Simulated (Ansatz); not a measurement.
# Li₂MgH₄, space group Pbam: a single point

With Ansatz's Python interface.

Run as a notebook:

```python
from pathlib import Path

import ansatz
from ase.io.cube import read_cube_data
from ase.units import Bohr
import numpy as np
```

```python
vectors = np.array([
    [4.923627, 0.0, 0.0],
    [0.0, 9.30054, 0.0],
    [0.0, 0.0, 2.924929],
])
li2mgh4 = (
    ansatz.Lattice.of(vectors)
    .atom("Li", (0.982448, 0.289465, 0.5))
    .atom("Li", (0.017552, 0.710535, 0.5))
    .atom("Li", (0.482448, 0.210535, 0.5))
    .atom("Li", (0.517552, 0.789465, 0.5))
    .atom("Mg", (0.5, 0.5, 0.0))
    .atom("Mg", (0.0, 0.0, 0.0))
    .atom("H", (0.705988, 0.58711, 0.5))
    .atom("H", (0.294012, 0.41289, 0.5))
    .atom("H", (0.205988, 0.91289, 0.5))
    .atom("H", (0.794012, 0.08711, 0.5))
    .atom("H", (0.717857, 0.322984, 0.0))
    .atom("H", (0.282143, 0.677016, 0.0))
    .atom("H", (0.217857, 0.177016, 0.0))
    .atom("H", (0.782143, 0.822984, 0.0))
)
```

```python
# settings of the run
setup = (
    li2mgh4.calculation()
    .functional("pbesol")
    .basis(17 * ansatz.Ha)
    .kpoints(length=17)
    .occupations("fixed")
    .band_table()
    .density()
    .output_files(volumetric_format=["cube", "npy"])
)
done = setup.run(threads=1)
rep = done.report
```

    

```python
rep["kweights"]
```

    [0.027777777777777776, 0.05555555555555555, 0.05555555555555555, 0.027777777777777776,
     0.027777777777777776, 0.05555555555555555, 0.05555555555555555, 0.027777777777777776,
     0.05555555555555555, 0.1111111111111111, 0.1111111111111111, 0.05555555555555555,
     0.05555555555555555, 0.1111111111111111, 0.1111111111111111, 0.05555555555555555]

```python
for key in ("converged", "n_iterations", "n_electrons", "n_kpoints", "n_pw", "n_symmetry_ops", "free_energy_ev", "fermi_energy_ev"):
    print(f"{key:18s} {rep[key]}")
```

    converged          True
    n_iterations       6
    n_electrons        40.0
    n_kpoints          16
    n_pw               2991
    n_symmetry_ops     8
    free_energy_ev     -4765.490265327042
    fermi_energy_ev    1.0333056559845875

```python
table = np.array(rep["eigenvalues_ev"]) - rep["fermi_energy_ev"]
filling = np.array(rep["occupations"])
weights = np.tile(rep["kweights"], len(table) // len(rep["kweights"]))
print("band   lowest  highest (eV from E_F)  electrons")
for band in range(table.shape[1]):
    if table[:, band].max() > -8:
        print(f"{band + 1:4d} {table[:, band].min():8.3f} {table[:, band].max():8.3f} {weights @ filling[:, band]:18.4f}")
print("electrons counted from the table:", round(float(weights @ filling.sum(axis=1)), 5))
```

    band   lowest  highest (eV from E_F)  electrons
      13   -6.087   -2.453             2.0000
      14   -5.769   -2.447             2.0000
      15   -4.271   -2.120             2.0000
      16   -3.553   -1.343             2.0000
      17   -2.823   -0.663             2.0000
      18   -2.297   -0.648             2.0000
      19   -1.004   -0.196             2.0000
      20   -1.004    0.000             2.0000
      21    3.303    5.204             0.0000
      22    3.830    5.214             0.0000
      23    4.142    6.134             0.0000
      24    4.242    6.334             0.0000
      25    5.291    7.706             0.0000
      26    5.291    9.152             0.0000
      27    5.698    9.386             0.0000
      28    5.698    9.467             0.0000
      29    6.752   11.168             0.0000
    electrons counted from the table: 40.0

```python
# cube files hold the density in electrons per cubic bohr
folder = Path(done.write_results("cubes"))
print("\n".join((folder / "rho.cube").read_text().splitlines()[: 6 + 6]))
values, cube_atoms = read_cube_data(str(folder / "rho.cube"))
print("electrons from the file:", round(values.mean() * cube_atoms.get_volume() / Bohr ** 3, 3))
```

    ansatz rho
    values in e/bohr^3 (x slowest, z fastest)
       14    0.000000    0.000000    0.000000
       36    0.258453    0.000000    0.000000
       72    0.000000    0.244104    0.000000
       24    0.000000    0.000000    0.230305
        3    3.000000    9.140997    5.087484    2.763657
        3    3.000000    0.163309   12.487989    2.763657
        3    3.000000    4.488844    3.700252    2.763657
        3    3.000000    4.815462   13.875221    2.763657
       12   12.000000    4.652153    8.787737    0.000000
       12   12.000000    0.000000    0.000000    0.000000
    electrons from the file: 40.0

```python
gap = None if "band_edges_ev" not in rep else rep["band_edges_ev"][1] - rep["band_edges_ev"][0]
print("gap on the k mesh:", "withheld (metal, or smearing too wide to tell)" if gap is None else f"{gap:.3f} eV")
print("lowest empty less highest filled band, by band count:", round(rep["gap_by_band_count_ev"], 3), "eV")
```

    gap on the k mesh: 3.303 eV
    lowest empty less highest filled band, by band count: 3.303 eV

Reading the output:
- Total energies depend on the potentials; only differences at equal settings carry meaning. A total without «per atom» is that of the cell as typed.
- Along an axis with an odd division the mesh misses the point at one half; a gap read on a finite mesh is an upper bound on this functional's gap.
- Semilocal gaps usually lie well under measured ones.
- Under fixed occupations the level called the Fermi level is the highest filled one on the SCF mesh; off the mesh a filled band can lie a little above it.
- The zero of the levels is a convention of the potentials, so an absolute Fermi energy is no work function.
- Grid values close to the nuclei reflect the PAW or pseudopotential construction, not the all-electron fields.
- The structure comes from a database of computed cells and needn't be a stable or known phase.
- Gaps and levels are Kohn-Sham values on a finite set of k-points.
- Timing: 4 s on 1 thread of Arm Neoverse V2, on a shared host, peak memory 0.48 GiB.

(Lines on the test bed's own set-up are left out of the output.)
